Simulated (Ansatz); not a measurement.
# AuCl: geometry and frequencies at several levels

The task here is to estimate one member of a computed series from the others.

Program: Ansatz 0.2.0. Level of theory: the levels named in each step. These are calculated values, not measurements.

## The system as given

Bond lengths: Cl1–Au2 2.236 Å.

Structure file:

```xyz
2

Cl    0.0000    0.0000    0.0000
Au    0.0000    0.0000    2.2362
```

The first run:

input.yaml reads:

```yaml
crystal:
  periodic: [false, false, false]
  atoms:
    - { symbol: Cl, position_ang: [0.0, 0.0, -0.0112289] }
    - { symbol: Au, position_ang: [0.0, 0.0, 2.2474289] }
basis:
  gaussian: { orbitals: def2-TZVPP }
hamiltonian:
  xc: pbe0
  dispersion: d4
relax:
  f_tol: 0.002
  max_steps: 150
```

The run is started by

```sh
> ansatz run input.yaml --threads 2 --pin off --max-ram 5120MiB --backend cpu --events-out ev --progress --plain --runs-dir out
```

Among the steps run: Relaxation, PBE0-D4/def2-TZVPP; Frequencies, PBE0-D4/def2-TZVPP; Relaxation, PBE-D4/def2-TZVPP; Frequencies, PBE-D4/def2-TZVPP; Relaxation, r2SCAN-D4/def2-TZVPP; Frequencies, r2SCAN-D4/def2-TZVPP; Relaxation, B3LYP-D4/def2-TZVPP; Frequencies, B3LYP-D4/def2-TZVPP; Relaxation, B2PLYP/def2-TZVPP; Frequencies, B2PLYP/def2-TZVPP.

One of the session's tables, all rows but one given; the rest of the session is left out.

| level | Cl1–Au2 (Å) | rotational constants (MHz) | dipole (D) | highest frequency (cm⁻¹) |
| --- | --- | --- | --- | --- |
| PBE0-D4/def2-TZVPP | 2.2210 | 3450 | 3.85 | 367 |
| PBE-D4/def2-TZVPP | 2.2247 | 3438.5 | 3.19 | 359 |
| r2SCAN-D4/def2-TZVPP | 2.2107 | 3482 | 3.50 | 371 |
| B3LYP-D4/def2-TZVPP | ? | ? | ? | ? |
| B2PLYP/def2-TZVPP | 2.2291 | 3425 | 3.77 | 366 |

Estimate the missing values for B3LYP-D4/def2-TZVPP.

**Answer.** Cl1–Au2 (Å): 2.2495; rotational constants (MHz): 3363; dipole (D): 3.67; highest frequency (cm⁻¹): 349. In the column «Cl1–Au2 (Å)» it is the highest.
